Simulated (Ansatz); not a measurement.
# GeH₄Cl (doublet): from Hartree-Fock to the top rungs at distance Cl1–H2 along a hydrogen transfer = 1.337 Å, cc-pVDZ

How much of the correlation energy of GeH₄Cl (doublet) does each wave-function method recover here?

Program: Ansatz 0.2.0, Gaussian basis. Level of theory: cc-pVDZ, core rule «outside noble gas», up to 19 orbitals frozen. These are calculated values, not measurements.

The runs, in order: UHF; CCSD(T) on ROHF; CCSD(T) on UHF; BCCD(T) on ROHF; CISD; CCSDT(Q) on ROHF; CCSDT(Q) on UHF; CASSCF and MRCISD+Q, 3 electrons in 3 orbitals; CASSCF and NEVPT2, 3 electrons in 3 orbitals; CASSCF and MRCISD+Q, 15 electrons in 12 orbitals; CASSCF and NEVPT2, 15 electrons in 12 orbitals.

### Step 1. The geometry

The geometry derives from fragments relaxed apart (PBE0/def2-TZVP) and kept rigid, so it is no stationary point. A hydrogen atom is moved between rigid fragments. No spin-orbit coupling is included. The filled d shell of Ge may be among the frozen orbitals whatever the setting's name suggests; the logs give the count.

6 atoms, charge 0, spin multiplicity 2.

Atoms are counted from 1 here; the program's logs count them from 0.

Bond lengths: Cl1–H2 1.337 Å, H2–Ge3 1.881 Å, Ge3–H4 1.539 Å, Ge3–H5 1.539 Å, Ge3–H6 1.539 Å. Angles: Cl1–H2–Ge3 180.0°, H2–Ge3–H4 107.7°, H2–Ge3–H5 107.7°, H2–Ge3–H6 107.7°, H4–Ge3–H5 111.2°, H4–Ge3–H6 111.2°, H5–Ge3–H6 111.2°.

### Step 2. UHF

in.yaml reads:

```yaml
crystal:
  periodic: [false, false, false]
  atoms:
    - {symbol: Cl, position_ang: [-2.196223, 0.000000, -0.000001]}
    - {symbol: H, position_ang: [-0.859223, 0.000000, 0.000000]}
    - {symbol: Ge, position_ang: [1.021777, 0.000000, 0.000000]}
    - {symbol: H, position_ang: [1.490445, -1.465915, 0.000001]}
    - {symbol: H, position_ang: [1.490446, 0.732957, -1.269519]}
    - {symbol: H, position_ang: [1.490445, 0.732957, 1.269520]}
basis:
  gaussian: {orbitals: cc-pVDZ}
magnetization: {spin_polarized: true, initial_magnetization: 1}
hamiltonian: {xc: hf}
output: {orbitals: {seedname: orbitals}}
```

Started as:

```console
ansatz run in.yaml --threads 1 --pin off --events-out ev --progress --plain --max-ram 2816MiB --backend cpu
```

The runs that follow: CCSD(T) on ROHF; CCSD(T) on UHF; BCCD(T) on ROHF; CISD; CCSDT(Q) on ROHF; CCSDT(Q) on UHF; CASSCF and MRCISD+Q, 3 electrons in 3 orbitals; CASSCF and NEVPT2, 3 electrons in 3 orbitals; CASSCF and MRCISD+Q, 15 electrons in 12 orbitals; CASSCF and NEVPT2, 15 electrons in 12 orbitals.

Before running them: what should the planned runs give, taken together? Wanted: UCCSDT(Q) below the RHF energy; RMP2 from UCCSDT(Q); UMP2 from UCCSDT(Q); RCCSD from UCCSDT(Q); RCCSD(T) from UCCSDT(Q); UCCSD(T) from UCCSDT(Q); RCCSDT(Q) from UCCSDT(Q); NEVPT2 valence from UCCSDT(Q); MRCISD+Q valence from UCCSDT(Q).

As calculated:

| quantity | value |
| --- | --- |
| UCCSDT(Q) below the RHF energy | -8.0876 eV |
| RMP2 from UCCSDT(Q) | +1279.5 meV |
| UMP2 from UCCSDT(Q) | +1290.8 meV |
| RCCSD from UCCSDT(Q) | +187.4 meV |
| RCCSD(T) from UCCSDT(Q) | +36.7 meV |
| UCCSD(T) from UCCSDT(Q) | +34.0 meV |
| RCCSDT(Q) from UCCSDT(Q) | +3.1 meV |
| NEVPT2 valence from UCCSDT(Q) | +1494.1 meV |
| MRCISD+Q valence from UCCSDT(Q) | +48.1 meV |
| levels within 1 kcal/mol (43 meV) | RCCSD(T), UCCSD(T), BCCD(T), RCCSDT, UCCSDT, RCCSDT(Q) |
| T1 diagnostic | 0.014 |
| effectively unpaired electrons | 1.02 |

What this shows: RCCSD(T) misses by +36.7 meV, 0.5 % of the correlation energy. One determinant dominates. Of the multireference levels listed MRCISD+Q valence comes nearest in total energy (+48.1 meV), which doesn't show that its space is the better one. These misses are within one basis, not against nature; the frozen cores of restricted and unrestricted runs differ, which can shift their rows.
